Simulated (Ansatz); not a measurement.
**CH8SiSn: one species, many methods**

An exercise on one series of results from a longer session: the logs are not shown, and one member is left open.

The runs use Ansatz 0.2.0, Gaussian basis; functionals in def2-TZVPP, the program's frozen cores in correlated methods.

Levels to be run: LDA (SPW92), PBE-D4, revPBE-D4, BLYP-D4, r2SCAN-D4, B97M-V, PBE0-D4, B3LYP-D4, r2SCANh-D4, r2SCAN0-D4, HSE06-D4, BHLYP-D4, CAM-B3LYP-D4, LC-ωPBE, ωB97X-V, ωB97M-V, B2PLYP, PBE-QIDH; CCSD(T)/def2-SVP; CCSD(T)/def2-TZVPP; MP2/def2-QZVPP; extrapolation to the limit; RPA on PBE.

### Structure used throughout

An earlier PBE0-D4 in a triple-zeta def2 set relaxation fixed the geometry. Sn takes the def2 core potential; no spin-orbit term is included.

SMILES `C[SiH2][SnH3]`, 11 atoms, charge 0, spin multiplicity 1.

Atoms are counted from 1 here; the program's logs count them from 0.

Bond lengths: C1–Si2 1.876 Å, C1–H4 1.092 Å, C1–H5 1.092 Å, C1–H6 1.092 Å, Si2–Sn3 2.563 Å, Si2–H7 1.490 Å, Si2–H8 1.490 Å, Sn3–H9 1.711 Å, Sn3–H10 1.711 Å, Sn3–H11 1.708 Å. Angles: Si2–C1–H4 110.5°, Si2–C1–H5 110.8°, Si2–C1–H6 110.8°, H4–C1–H5 108.2°, H4–C1–H6 108.2°, H5–C1–H6 108.1°, C1–Si2–Sn3 111.5°, C1–Si2–H7 110.3°, C1–Si2–H8 110.3°, Sn3–Si2–H7 108.6°, Sn3–Si2–H8 108.6°, H7–Si2–H8 107.5°, Si2–Sn3–H9 111.0°, Si2–Sn3–H10 111.0°, Si2–Sn3–H11 111.9°, H9–Sn3–H10 107.3°, H9–Sn3–H11 107.7°, H10–Sn3–H11 107.7°.

The first run:

The input, in.yaml:

```yaml
crystal:
  periodic: [false, false, false]
  atoms:
    - {symbol: C, position_ang: [-0.991762, 1.436534, -0.484856]}
    - {symbol: Si, position_ang: [-0.442014, -0.336358, -0.758633]}
    - {symbol: Sn, position_ang: [1.253472, -1.077861, 1.014974]}
    - {symbol: H, position_ang: [-1.712789, 1.736663, -1.248743]}
    - {symbol: H, position_ang: [-0.140212, 2.118573, -0.532264]}
    - {symbol: H, position_ang: [-1.463672, 1.549686, 0.493445]}
    - {symbol: H, position_ang: [0.183389, -0.482017, -2.102767]}
    - {symbol: H, position_ang: [-1.613901, -1.254597, -0.708102]}
    - {symbol: H, position_ang: [0.587008, -0.966008, 2.586543]}
    - {symbol: H, position_ang: [2.648560, -0.088321, 0.982444]}
    - {symbol: H, position_ang: [1.757220, -2.693192, 0.778560]}
basis:
  gaussian: {orbitals: def2-TZVPP}
hamiltonian: {xc: lda}
output: {orbitals: {seedname: orbitals}}
```

Among the steps run: LDA; PBE-D4 (GGA); revPBE-D4 (GGA); BLYP-D4 (GGA); r2SCAN-D4 (meta-GGA); B97M-V (meta-GGA); PBE0-D4 (hybrid); B3LYP-D4 (hybrid); r2SCANh-D4 (hybrid); r2SCAN0-D4 (hybrid); HSE06-D4 (hybrid); BHLYP-D4 (hybrid); CAM-B3LYP-D4 (range-separated); LC-ωPBE (range-separated); ωB97X-V (range-separated); ωB97M-V (range-separated); B2PLYP (double hybrid); PBE-QIDH (double hybrid).

One table of the session follows, with a row left open; its other results are not shown here.

It belongs to the step «Frontier levels by functional». 

| functional | HOMO (eV) | gap (eV) |
| --- | --- | --- |
| LDA (SPW92) | ? | ? |
| PBE-D4 | -6.64 | 5.86 |
| revPBE-D4 | -6.59 | 5.90 |
| BLYP-D4 | -6.50 | 5.82 |
| r2SCAN-D4 | -6.88 | 6.44 |
| B97M-V | -6.97 | 6.26 |
| PBE0-D4 | -7.68 | 7.66 |
| B3LYP-D4 | -7.49 | 7.25 |
| r2SCANh-D4 | -7.26 | 7.08 |
| r2SCAN0-D4 | -7.83 | 8.03 |
| HSE06-D4 | -7.29 | 6.91 |
| BHLYP-D4 | -8.62 | 9.33 |
| CAM-B3LYP-D4 | -8.91 | 9.78 |
| LC-ωPBE | -10.18 | 12.14 |
| ωB97X-V | -9.87 | 11.69 |
| ωB97M-V | -9.68 | 11.14 |

Estimate the missing values for LDA (SPW92).

As computed: HOMO (eV): -6.73; gap (eV): 5.77. In the column «HOMO (eV)» it lies between r2SCAN-D4 (-6.88) and PBE-D4 (-6.64).
